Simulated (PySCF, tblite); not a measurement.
# C7H7O radical: geometry, infrared bands and EPR parameters

Aim: predict the infrared bands and EPR parameters of C7H7O radical (`C=CC1=[C]CCC1=O`).

Computed with tblite 0.8.0 and PySCF 2.14.0, with density-fitted response routines of our own, on a single molecule in the gas phase. Atoms are numbered from 0 throughout.

**1. Starting geometry**

15 atoms, charge 0, multiplicity 2; geometry from: force field or distance geometry start.

Bonds of the start (Å): C0–C1 1.34, C1–C2 1.42, C2–C3 1.30, C3–C4 1.46, C4–C5 1.56, C5–C6 1.54, C6–O7 1.22, C6–C2 1.50, C0–H8 1.09, C0–H9 1.07, C1–H10 1.09, C4–H11 1.09, C4–H12 1.10, C5–H13 1.09, C5–H14 1.09.

**2. Geometry optimisation with GFN2-xTB**

Job settings and geometry (Å):

```
{"job": {"kind": "relax", "xc": "GFN2-xTB", "basis": "xTB"}, "charge": 0, "multiplicity": 2}
C      2.730400     0.049700    -0.470900
C      1.854500     0.595000     0.391200
C      0.471100     0.290000     0.497200
C     -0.374600     0.818100     1.324600
C     -1.780500     0.438300     1.352800
C     -1.827200    -0.595600     0.188000
C     -0.375800    -0.645100    -0.315900
O      0.017800    -1.350400    -1.224400
H      2.427000    -0.687500    -1.208700
H      3.763500     0.341900    -0.458200
H      2.235400     1.321400     1.110000
H     -2.090100    -0.021000     2.292000
H     -2.445300     1.287500     1.144800
H     -2.480400    -0.262700    -0.616100
H     -2.130100    -1.571500     0.556800
```

Run with:

```
$ OMP_NUM_THREADS=1 python probes_run.py task.json out
```

The driver reads the jobs from task.json and runs them one after another.

**Question.** This job is followed by: GFN2-xTB harmonic vibrations, gas phase; UKS B3LYP, pcH-1 on C H O, non-relativistic, mean-field spin-orbit, GIAO. Predict these results of the whole session: strongest single infrared mode (GFN2-xTB); zero-point energy (GFN2-xTB); g(iso) (B3LYP); ⟨S²⟩; largest a(iso) (averaged by class); potential on the surface of density 0.002 e/bohr³, 1st and 99th percentile.

**Answer**, as computed:

| quantity | value |
| --- | --- |
| strongest single infrared mode (GFN2-xTB) | 1776 cm⁻¹, 277 km/mol |
| zero-point energy (GFN2-xTB) | 72.2 kcal/mol |
| g(iso) (B3LYP) | 2.00246 |
| ⟨S²⟩ | 0.762 (exact 0.75) |
| largest a(iso) (averaged by class) | 13C on C3, 399.3 MHz |
| potential on the surface of density 0.002 e/bohr³, 1st and 99th percentile | -1.54 V and 1.10 V |

Relaxing lowered the energy by 0.163 eV in 30 steps; the close pair that moved most is C2–C3, from 1.296 to 1.328 Å. All 39 modes are real, so the xTB geometry is a minimum. The strongest single mode, at 1776 cm⁻¹, moves mainly C6 and O7. GFN2-xTB is a fitted tight-binding method: band positions and strengths are rough. Its intensities can rank the bands wrongly. C3 carries the largest spin population, 0.98 e. The isotropic g lies 0.1 ppt above the free-electron value. The conformer search found further structures of the same energy, which may be mirror or relabelled copies of this one.
